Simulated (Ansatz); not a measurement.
# MgCd2S3: the cost of one run

Computed with Ansatz 0.2.0 (DFT PBE, scalar-relativistic, plane waves, PAW, unless a step's input says otherwise).

### 1 The starting structure

It takes space group P-4m2 (No. 115, tetragonal). Conventional cell: a = 3.796 Å, b = 3.796 Å, c = 8.433 Å, α = 90.00°, β = 90.00°, γ = 90.00°. Mg (site symmetry -4m2) is surrounded by 4 S at 2.68 Å and 4 Cd at 2.90 Å. Cd (site symmetry 2mm) has 7 S at 2.88 to 3.01 Å and 2 Mg at 2.90 Å in its first shell of neighbours. Around S (site symmetry 2mm) lie 5 Cd at 2.88 to 3.01 Å. Around S (site symmetry -4m2) lie 4 Mg at 2.68 Å and 4 Cd at 2.90 Å.

Coordinates:

```
Mg Cd S
1.0
     3.79633    0.00000    0.00000
     0.00000    3.79633    0.00000
     0.00000    0.00000    8.43320
Mg Cd S
1 2 3
Direct
  0.50000 0.50000 0.00000
  0.50000 0.00000 0.73987
  0.00000 0.50000 0.26013
  0.50000 0.00000 0.38354
  0.00000 0.50000 0.61646
  0.00000 0.00000 0.00000
```

Recipe of the guess: species swapped into a database cell of Hf2GaSb3 (P-4m2, No. 115), with Cd on the Hf sites, Mg on the Ga sites and S on the Sb sites. Its size is a rough estimate.

### 2 The guess as it stands, on a coarse mesh

File input.yaml:

```yaml
crystal:
  lattice:
    - [3.79632651, 0.0, 0.0]
    - [0.0, 3.79632651, 0.0]
    - [0.0, 0.0, 8.43319672]
  atoms:
    - { symbol: Mg, position: [0.5, 0.5, 0.0] }
    - { symbol: Cd, position: [0.5, 0.0, 0.7398749] }
    - { symbol: Cd, position: [0.0, 0.5, 0.2601251] }
    - { symbol: S, position: [0.5, 0.0, 0.38354135] }
    - { symbol: S, position: [0.0, 0.5, 0.61645865] }
    - { symbol: S, position: [0.0, 0.0, 0.0] }
basis:
  ecutwfc: 420
kpoints:
  mp_grid: { grid: [4, 4, 2] }
hamiltonian:
  xc: pbe
scf:
  occupations: { method: gaussian, width: 0.1 }
  lower_state_search: "off"
output:
  forces: true
  stress: true
  eigenvalues: true
```

On the command line:

```bash
ansatz run input.yaml --threads 1 --pin off --max-ram 2560MiB --backend cpu --events-out ev --progress --plain --runs-dir out
```

What time and memory should one allow on 1 thread of Intel Xeon at 2.50GHz (Skylake/Cascade Lake), shared host?

About 8 s, with a peak of 0.37 GiB.
